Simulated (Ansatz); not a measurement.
# Al3GaN4: a one-atom displacement scan

The task, for Al3GaN4: map the energy as atom 1 (Al) is pushed off its site.

Computed with Ansatz 0.2.0 (DFT PBEsol, scalar-relativistic, plane waves, PAW, unless a step's input says otherwise).

1 further run of the same task is left out (set aside as unsound or not needed). Runs told in other sessions of the task aren't counted.

## 1. Starting point

It takes space group Pm (No. 6, monoclinic). Conventional cell: a = 5.043 Å, b = 3.130 Å, c = 5.418 Å, α = 90.00°, β = 90.03°, γ = 90.00°. Al (site symmetry m) is surrounded by 4 N at 1.88 to 1.91 Å. Around Al (site symmetry m) lie 4 N at 1.90 Å. Al (site symmetry m) has 4 N at 1.90 to 1.91 Å in its first shell of neighbours. Ga (site symmetry m) has 4 N at 1.93 to 1.96 Å in its first shell of neighbours. Around N (site symmetry m) lie 3 Al at 1.90 Å and 1 Ga at 1.96 Å. N (site symmetry m) has 4 Al at 1.90 to 1.91 Å in its first shell of neighbours. N (site symmetry m) has 2 Al at 1.88 to 1.90 Å and 2 Ga at 1.93 Å in its first shell of neighbours. Around N (site symmetry m) lie 3 Al at 1.89 to 1.91 Å and 1 Ga at 1.94 Å.

Structure file:

```cif
data_structure
_symmetry_space_group_name_H-M 'P 1'
_symmetry_Int_Tables_number 1
_cell_length_a 5.0434
_cell_length_b 3.1301
_cell_length_c 5.4180
_cell_angle_alpha 90.000
_cell_angle_beta 90.033
_cell_angle_gamma 90.000
_cell_volume 85.53
loop_
_atom_site_label
_atom_site_type_symbol
_atom_site_fract_x
_atom_site_fract_y
_atom_site_fract_z
_atom_site_occupancy
Al1 Al 0.50023 0.50000 0.16733 1
Al2 Al 0.00092 0.50000 0.83481 1
Al3 Al 0.00109 0.00000 0.33169 1
Ga1 Ga 0.49942 0.00000 0.66620 1
N1 N 0.11117 0.00000 0.66633 1
N2 N 0.12245 0.50000 0.16716 1
N3 N 0.62512 0.50000 0.84019 1
N4 N 0.62319 0.00000 0.32629 1
```

It goes back to an entry of the Materials Project, which need not be the stable form.

It is the result of an earlier relaxation at this level (volume 10.69 Å³/atom; gap on the mesh: 3.48 eV).

## 2. Zero of energy

The reference gives a free energy of -6840.6876 eV, pressure 0.02 GPa, largest force 0.005 eV/Å and gap on the mesh 3.48 eV. It was computed beforehand with the settings of the runs below.

## 3. Next: a one-atom displacement scan

Atom 1 (Al) is moved by x along the Cartesian unit vector (-0.813, 0.000, -0.582); the cell and all other atoms stay fixed. Forces below are components along that vector, summed over the moved atoms. In a periodic cell its images move with it.

## 4. Point x = -0.200 Å

input.yaml reads:

```yaml
crystal:
  lattice:
    - [5.0434079743, 0.0, 0.0001149899]
    - [0.0, 3.1300738979, 0.0]
    - [-0.0032362578, 0.0, 5.4179919454]
  atoms:
    - { symbol: Al, position: [0.5324905297, 0.5, 0.1888140136] }
    - { symbol: Al, position: [0.0009207031, 0.5, 0.8348055926] }
    - { symbol: Al, position: [0.0010880657, 0.0, 0.3316926346] }
    - { symbol: Ga, position: [0.4994217128, 0.0, 0.6662009018] }
    - { symbol: "N", position: [0.1111724737, 0.0, 0.6663292504] }
    - { symbol: "N", position: [0.1224543244, 0.5, 0.1671578642] }
    - { symbol: "N", position: [0.6251234792, 0.5, 0.8401923549] }
    - { symbol: "N", position: [0.6231881982, 0.0, 0.3262928352] }
basis:
  ecutwfc: 420
kpoints:
  mp_grid: { grid: [6, 8, 4] }
hamiltonian:
  xc: pbesol
scf:
  occupations: { method: gaussian, width: 0.05 }
output:
  forces: true
  stress: true
  eigenvalues: true
```

Command:

```console
ansatz run input.yaml --threads 2 --pin off --max-ram 5120MiB --backend cpu --events-out ev --progress --plain --runs-dir out
```

## 5. At x = 0.150 Å

Edit input.yaml of step 4 so:

```diff
@@ -6,3 +6,3 @@
   atoms:
-    - { symbol: Al, position: [0.5324905297, 0.5, 0.1888140136] }
+    - { symbol: Al, position: [0.4760346778, 0.5, 0.1512162306] }
     - { symbol: Al, position: [0.0009207031, 0.5, 0.8348055926] }
```

## 6. x = -0.100 Å

Edit input.yaml of step 5 so:

```diff
@@ -6,3 +6,3 @@
   atoms:
-    - { symbol: Al, position: [0.4760346778, 0.5, 0.1512162306] }
+    - { symbol: Al, position: [0.5163602863, 0.5, 0.1780717899] }
     - { symbol: Al, position: [0.0009207031, 0.5, 0.8348055926] }
```

## 7. Point x = 0.050 Å

Edit input.yaml of step 6 so:

```diff
@@ -6,3 +6,3 @@
   atoms:
-    - { symbol: Al, position: [0.5163602863, 0.5, 0.1780717899] }
+    - { symbol: Al, position: [0.4921649212, 0.5, 0.1619584543] }
     - { symbol: Al, position: [0.0009207031, 0.5, 0.8348055926] }
```

## 8. At x = 0.200 Å

Edit input.yaml of step 7 so:

```diff
@@ -6,3 +6,3 @@
   atoms:
-    - { symbol: Al, position: [0.4921649212, 0.5, 0.1619584543] }
+    - { symbol: Al, position: [0.4679695561, 0.5, 0.1458451188] }
     - { symbol: Al, position: [0.0009207031, 0.5, 0.8348055926] }
```

## 9. Point x = -0.150 Å

Edit input.yaml of step 8 so:

```diff
@@ -6,3 +6,3 @@
   atoms:
-    - { symbol: Al, position: [0.4679695561, 0.5, 0.1458451188] }
+    - { symbol: Al, position: [0.524425408, 0.5, 0.1834429018] }
     - { symbol: Al, position: [0.0009207031, 0.5, 0.8348055926] }
```

## 10. x = 0.100 Å

Edit input.yaml of step 9 so:

```diff
@@ -6,3 +6,3 @@
   atoms:
-    - { symbol: Al, position: [0.524425408, 0.5, 0.1834429018] }
+    - { symbol: Al, position: [0.4840997995, 0.5, 0.1565873425] }
     - { symbol: Al, position: [0.0009207031, 0.5, 0.8348055926] }
```

## 11. At x = -0.050 Å

Edit input.yaml of step 10 so:

```diff
@@ -6,3 +6,3 @@
   atoms:
-    - { symbol: Al, position: [0.4840997995, 0.5, 0.1565873425] }
+    - { symbol: Al, position: [0.5082951646, 0.5, 0.1727006781] }
     - { symbol: Al, position: [0.0009207031, 0.5, 0.8348055926] }
```

## 12. x = 0.175 Å

Edit input.yaml of step 11 so:

```diff
@@ -6,3 +6,3 @@
   atoms:
-    - { symbol: Al, position: [0.5082951646, 0.5, 0.1727006781] }
+    - { symbol: Al, position: [0.4720021169, 0.5, 0.1485306747] }
     - { symbol: Al, position: [0.0009207031, 0.5, 0.8348055926] }
```

(Steps that only read results are left out.)

Before running it: what results should come out?

The runs gave:

```
                             quantity        value
force constant along x, over ±0.050 Å  20.50 eV/Å²
```

What this shows: The restoring force grows by 20.50 eV/Å per Å near the site; for the mass of Al against a rigid frame that is a vibration of about 455 cm⁻¹. No sampled point lies below the undisturbed cell. The well is lopsided: x = 0.200 Å costs 446 meV against 375 meV on the other side, and the dearer side brings atoms closer together. The gap on the mesh stays between 2.99 and 3.48 eV.
